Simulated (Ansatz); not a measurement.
Runs of Ansatz 0.2.0 on SiO. The structure is cubic, space group Pm-3m (No. 221). Conventional cell: a = 2.807 Å, b = 2.807 Å, c = 2.807 Å, α = 90.00°, β = 90.00°, γ = 90.00°. Si (site symmetry m-3m) has 8 O at 2.43 Å as nearest neighbours. O (site symmetry m-3m) has 8 Si at 2.43 Å as nearest neighbours. The cell was built by a generator and needn't be a form met in nature.

```tsv
task	level	cell	cutoff (eV)	points for each segment of the path	gap on the mesh (eV)	pressure (GPa)	relaxed volume (Å³/atom)
single point	r2SCAN0	as given	500	-	1.76	(b)	-
single point	r2SCANh	as given	500	-	0.91	(c)	-
relaxation of cell and atoms	HSE03	relaxed	420	-	0.78	0.0	10.95
relaxation of cell and atoms	HSE06	relaxed	420	-	0.94	0.0	(a)
band structure	HSEsol	as given	420	4	-	-4.7	-
```

Alike in all rows: potentials or basis Ansatz PAW; no spin polarisation; k mesh 5 × 5 × 5; smearing fermi-dirac 0.05 eV; the mesh is coarse, so values aren't converged.

Task: Fill in the values left out.

Result: (a) 10.93; (b) -1.3; (c) 0.7.

Caveats: all runs use coarse meshes; the PAW data sets come from PBE, with cores solved anew for the run's functional, which leaves a small shift of forces and pressure; odd divisions of the mesh miss points on the zone boundary, where band edges often lie, so the gap on the mesh can be too wide (some runs); the thresholds are loose for stress (some runs); the plane-wave basis is chosen anew once the cell has moved, so the energies of steps on either side of that aren't comparable (some runs).

A k mesh can miss the band edges.
